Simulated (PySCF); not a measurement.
# FSYb (Yb(S)(F)-): the cost of one run

Computed with PySCF 2.14.0. Level: several levels, as the steps say, no spin–orbit coupling.

2 further runs of the same task are left out: 1 for a known fault of the program, 1 that didn't finish.

### Step 1. The system as given

3 atoms, charge -1, spin multiplicity 1.

Bond lengths: Yb1–S2 2.472 Å, Yb1–F3 2.068 Å. Angles: S2–Yb1–F3 133.5°.

As a file:

```xyz
3

Yb   -0.1951    0.0000   -0.1831
S     2.0830    0.0000    0.7777
F    -2.0900    0.0000    0.6460
```

Formal oxidation states: Yb +2. An earlier session relaxed this geometry at PBE0, Yb def2-SVP with ECP28, S def2-SVP, F def2-SVP (singlet, point group Cs).

At PBE0 on the finer grid: E = -1656.898650 Eh, HOMO 0.03 eV, LUMO 2.06 eV, Mulliken charge on Yb1 +0.29 e, largest force component 0.014 eV/Å. The highest filled level lies above zero; it isn't the detachment energy.

Levels to run: CAM-B3LYP; PBE0, TZVP. Hardware: 2 threads of Arm Neoverse V1, shared host.

### Step 2. CAM-B3LYP

Input file run.py (the lines that set the calculation):

```python
mol = gto.M(atom='''
Yb    -0.19508     0.00000    -0.18310
S      2.08297     0.00000     0.77769
F     -2.08996     0.00000     0.64600''',
    basis={'Yb': 'def2-SVP', 'S': 'def2-SVP', 'F': 'def2-SVP'},
    ecp={'Yb': 'def2-SVP'},
    charge=-1, spin=0)
mf = dft.RKS(mol, xc='CAMB3LYP')
mf.grids.atom_grid = (75, 302)  # f atoms: unpruned, at least (60, 302)
mf = mf.density_fit()  # fitting sets: Yb def2-universal-JKFIT, S def2-universal-JKFIT, F def2-universal-JKFIT
mf.conv_tol = 1e-08; mf.max_cycle = 55
mf.kernel(dm0)  # dm0: the density of the relaxed state
```

The run is started by

```sh
$ OMP_NUM_THREADS=2 python run.py
```

**Question.** How long does this run take on 2 threads of Arm Neoverse V1, shared host?

About 8.3 s.
